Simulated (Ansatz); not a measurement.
# Al2Rh: the cost of one run

Method: DFT PBE, scalar-relativistic, plane waves, PAW, in Ansatz 0.2.0.

## 1. Starting point

It takes space group P4/nmm (No. 129, tetragonal). Conventional cell: a = 3.666 Å, b = 3.666 Å, c = 5.751 Å, α = 90.00°, β = 90.00°, γ = 90.00°. Al (site symmetry -4m2) has 4 Rh at 2.48 Å and 8 Al at 2.53 to 2.59 Å as nearest neighbours. Al (site symmetry 4mm) is surrounded by 5 Rh at 2.33 to 2.59 Å and 4 Al at 2.53 Å. Rh (site symmetry 4mm) has 9 Al at 2.33 to 2.59 Å as nearest neighbours.

Coordinates:

```
Al Rh
1.0
     3.66618    0.00000    0.00000
     0.00000    3.66618    0.00000
     0.00000    0.00000    5.75091
Al Rh
4 2
Direct
  0.00000 0.00000 0.00000
  0.50000 0.50000 0.00000
  0.00000 0.50000 0.30300
  0.50000 0.00000 0.69700
  0.00000 0.50000 0.70900
  0.50000 0.00000 0.29100
```

Recipe of the guess: species swapped into a database cell of Cu2As (P4/nmm, No. 129), with Al on the Cu sites and Rh on the As sites. The dimensions are guesses.

## 2. The guess as it stands, on a coarse mesh

The input, input.yaml:

```yaml
crystal:
  lattice:
    - [3.66618042, 0.0, 0.0]
    - [0.0, 3.66618042, 0.0]
    - [0.0, 0.0, 5.75090896]
  atoms:
    - { symbol: Al, position: [0.0, 0.0, 0.0] }
    - { symbol: Al, position: [0.5, 0.5, 0.0] }
    - { symbol: Al, position: [0.0, 0.5, 0.303] }
    - { symbol: Al, position: [0.5, 0.0, 0.697] }
    - { symbol: Rh, position: [0.0, 0.5, 0.70899999] }
    - { symbol: Rh, position: [0.5, 0.0, 0.29100001] }
basis:
  ecutwfc: 420
kpoints:
  mp_grid: { grid: [6, 6, 4] }
hamiltonian:
  xc: pbe
scf:
  occupations: { method: gaussian, width: 0.1 }
  lower_state_search: "off"
output:
  forces: true
  stress: true
  eigenvalues: true
```

Launch:

```sh
$ ansatz run input.yaml --threads 1 --pin off --max-ram 2560MiB --backend cpu --events-out ev --progress --plain --runs-dir out
```

What time and memory should one allow on 1 thread of Arm Neoverse V1, shared host?

About 4 s, with a peak of 0.34 GiB.
